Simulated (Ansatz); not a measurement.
**Ge₂H₆S: how energies converge with the basis set**

Aim: see how fast density functionals converge with the basis set for Ge₂H₆S.

Program: Ansatz 0.2.0, Gaussian basis. Level of theory: one geometry, several basis sets. These are calculated values, not measurements.

The runs, in order: PBE0-D4/def2-SVP; ωB97M-V/def2-SVP; PBE0-D4/def2-QZVPP; ωB97M-V/def2-QZVPP; the functionals' def2-TZVPP values are taken from earlier runs.

## (1) Structure used throughout

The geometry comes from an earlier relaxation with PBE0-D4 in a triple-zeta def2 set; it is a stationary point, not always the lowest conformer.

SMILES `[GeH3][S][GeH3]`, 9 atoms, charge 0, spin multiplicity 1.

Atoms are counted from 1 here; the program's logs count them from 0.

Bond lengths: Ge1–S2 2.221 Å, Ge1–H4 1.538 Å, Ge1–H5 1.533 Å, Ge1–H6 1.538 Å, S2–Ge3 2.221 Å, Ge3–H7 1.538 Å, Ge3–H8 1.533 Å, Ge3–H9 1.538 Å. Angles: S2–Ge1–H4 109.9°, S2–Ge1–H5 106.0°, S2–Ge1–H6 109.9°, H4–Ge1–H5 110.8°, H4–Ge1–H6 109.5°, H5–Ge1–H6 110.8°, Ge1–S2–Ge3 98.4°, S2–Ge3–H7 109.9°, S2–Ge3–H8 106.0°, S2–Ge3–H9 109.9°, H7–Ge3–H8 110.8°, H7–Ge3–H9 109.5°, H8–Ge3–H9 110.8°.

As a file:

```xyz
9
Ge2H6S
Ge   -0.8322    0.7558   -1.2430
S     1.2553    0.6691   -0.4883
Ge    0.9273   -0.7252    1.2098
H    -1.2958   -0.6493   -1.6619
H    -0.8061    1.7018   -2.4490
H    -1.7635    1.2970   -0.1455
H     0.3749   -2.0625    0.6892
H     2.2990   -0.9218    1.8655
H    -0.0703   -0.1113    2.2061
```

## (2) PBE0-D4 in def2-SVP

The input, in.yaml:

```yaml
crystal:
  periodic: [false, false, false]
  atoms:
    - {symbol: Ge, position_ang: [-0.832203, 0.755761, -1.242996]}
    - {symbol: S, position_ang: [1.255318, 0.669085, -0.488252]}
    - {symbol: Ge, position_ang: [0.927317, -0.725156, 1.209806]}
    - {symbol: H, position_ang: [-1.295809, -0.649276, -1.661945]}
    - {symbol: H, position_ang: [-0.806060, 1.701838, -2.449022]}
    - {symbol: H, position_ang: [-1.763520, 1.296972, -0.145534]}
    - {symbol: H, position_ang: [0.374867, -2.062503, 0.689244]}
    - {symbol: H, position_ang: [2.299049, -0.921807, 1.865493]}
    - {symbol: H, position_ang: [-0.070261, -0.111314, 2.206106]}
basis:
  gaussian: {orbitals: def2-SVP}
hamiltonian: {xc: pbe0, dispersion: d4}
output: {orbitals: {seedname: orbitals}}
```

The runs that follow: ωB97M-V in def2-SVP; PBE0-D4 in def2-QZVPP; ωB97M-V in def2-QZVPP.

**Question.** What will the summary of the whole plan be? Wanted: PBE0-D4: double and triple zeta above quadruple; ωB97M-V: double and triple zeta above quadruple.

The runs gave:

```
                                       quantity           value
PBE0-D4: double and triple zeta above quadruple  20.87, 2.79 eV
ωB97M-V: double and triple zeta above quadruple  20.78, 2.72 eV
```

For PBE0-D4 the step from double to triple zeta gains 18.09 eV and the next only 2.79 eV. Total energies overstate the basis error of differences, where much of it tends to cancel. The LUMO of ωB97M-V is positive and keeps falling with the basis (1.86 to 1.18 eV): an unbound level that the basis holds in place.
